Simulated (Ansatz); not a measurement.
# SiB2Ir2: the cost of one run

Computed, not measured: Ansatz 0.2.0, DFT, r2SCAN, no spin polarisation, plane waves, PAW.

**1. Geometry**

The structure is tetragonal, space group I4/mmm (No. 139). Conventional cell: a = 3.521 Å, b = 3.521 Å, c = 10.205 Å, α = 90.00°, β = 90.00°, γ = 90.00°. Around Ir (site symmetry -4m2) lie 4 B at 2.17 Å and 4 Ir at 2.49 Å and 4 Si at 3.10 Å. B (site symmetry 4mm) is surrounded by 4 Ir at 2.17 Å. Si (site symmetry 4/mmm) is surrounded by 8 B at 2.80 Å and 8 Ir at 3.10 Å.

Structure file:

```
Ir B Si
1.0
     0.00000    3.52050    0.00000
     3.52050    0.00000    0.00000
     1.76025    1.76025   -5.10271
Ir B Si
2 2 1
Direct
  0.75000 0.25000 0.50000
  0.25000 0.75000 0.50000
  0.37500 0.37500 0.25000
  0.62500 0.62500 0.75000
  0.00000 0.00000 0.00000
```

It starts from an earlier solution of the starting cell (checkpoint.read).

**2. Relaxing**

input.yaml reads:

```yaml
crystal:
  lattice:
    - [0.0, 3.520502, 0.0]
    - [3.520502, 0.0, 0.0]
    - [1.760251, 1.760251, -5.102715]
  atoms:
    - { symbol: Ir, position: [0.75, 0.25, 0.5] }
    - { symbol: Ir, position: [0.25, 0.75, 0.5] }
    - { symbol: B, position: [0.375, 0.375, 0.25] }
    - { symbol: B, position: [0.625, 0.625, 0.75] }
    - { symbol: Si, position: [0.0, 0.0, 0.0] }
  symmetry: { tolerance: 0.0003 }
kpoints:
  mp_grid: { grid: [6, 6, 6], shift: [0, 0, 0] }
magnetization:
  spin_polarized: false
scf:
  occupations: { method: cold, width: 0.0109 }
  lower_state_search: "off"
hamiltonian:
  pseudopotentials: { kind: paw }
  xc: r2scan
basis:
  ecutwfc: 500
  fft_grid_basis: typed
relax:
  max_steps: 60
  cell: { p_target: 0.0 }
output:
  forces: true
  stress: true
  eigenvalues: true
  bader: true
  populations: true
  elf: true
  write_potential: true
  volumetric_format: npy
  dos:
    e_range: [-12, 8]
    de: 0.05
    projected: { site_lists: { B: [B], Ir: [Ir], Si: [Si] } }
  write_density: true
checkpoint:
  read: saved_state
```

The run is started by

```console
ansatz run input.yaml --threads 2 --pin off --max-ram 3584MiB --backend cpu --events-out ev --progress --plain --runs-dir out
```

What time and memory should one allow on 2 threads of Arm Neoverse V1, shared host?

About 85 s, with a peak of 0.55 GiB.
